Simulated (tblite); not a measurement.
# C5H14OP2: the cost of one run

Programs: tblite 0.8.0 and PySCF 2.14.0, with density-fitted response routines of our own. Each step states its level of theory. These are calculated values for one molecule, in the gas phase or a continuum, unless marked as measured. Atoms count from 0, in the outputs and in this text.

## (1) Starting geometry

22 atoms, charge 0, multiplicity 1; geometry from: force field or distance geometry start.

Bonds of the start (Å): C0–C1 1.51, C1–P2 1.77, P2–C3 1.80, P2–O4 1.52, P2–P5 2.16, P5–C6 1.87, P5–C7 1.86, C0–H8 1.12, C0–H9 1.11, C0–H10 1.11, C1–H11 1.11, C1–H12 1.11, C3–H13 1.10, C3–H14 1.11, C3–H15 1.13, C6–H16 1.10, C6–H17 1.11, C6–H18 1.12, C7–H19 1.10, C7–H20 1.10, C7–H21 1.12.

## (2) Optimising the geometry with GFN2-xTB

What the job is given:

```
{"job": {"kind": "relax", "xc": "GFN2-xTB", "basis": "xTB"}, "charge": 0, "multiplicity": 1}
C      2.308400    -0.989000     0.827200
C      1.896200    -0.432000    -0.517100
P      0.455400     0.596200    -0.502300
C      0.704000     2.268800     0.112600
O     -0.017500     0.725900    -1.942600
P     -1.230700    -0.239300     0.562300
C     -1.518100    -1.973500    -0.062900
C     -2.711200     0.744300     0.009700
H      2.922600    -1.900900     0.627600
H      2.981800    -0.284800     1.358600
H      1.462100    -1.320600     1.456200
H      1.742700    -1.245900    -1.257900
H      2.767900     0.157100    -0.873900
H      1.554600     2.358400     0.811800
H      0.748500     2.985100    -0.732900
H     -0.220900     2.545200     0.699700
H     -0.608400    -2.579100     0.054200
H     -1.838700    -1.888400    -1.117400
H     -2.392600    -2.379200     0.507400
H     -3.540700     0.064500    -0.246500
H     -3.029000     1.501000     0.746400
H     -2.446800     1.305300    -0.921900
```

Started as:

```
> OMP_NUM_THREADS=1 python probes_run.py task.json out
```

One launch serves the whole session: the jobs run in the order shown.

**Question.** How long does this first job take on 1 thread of Intel Xeon Platinum 8259CL at 2.50GHz, shared host, and how much memory does it need?

About 3.1 s, with a peak of 0.18 GiB.
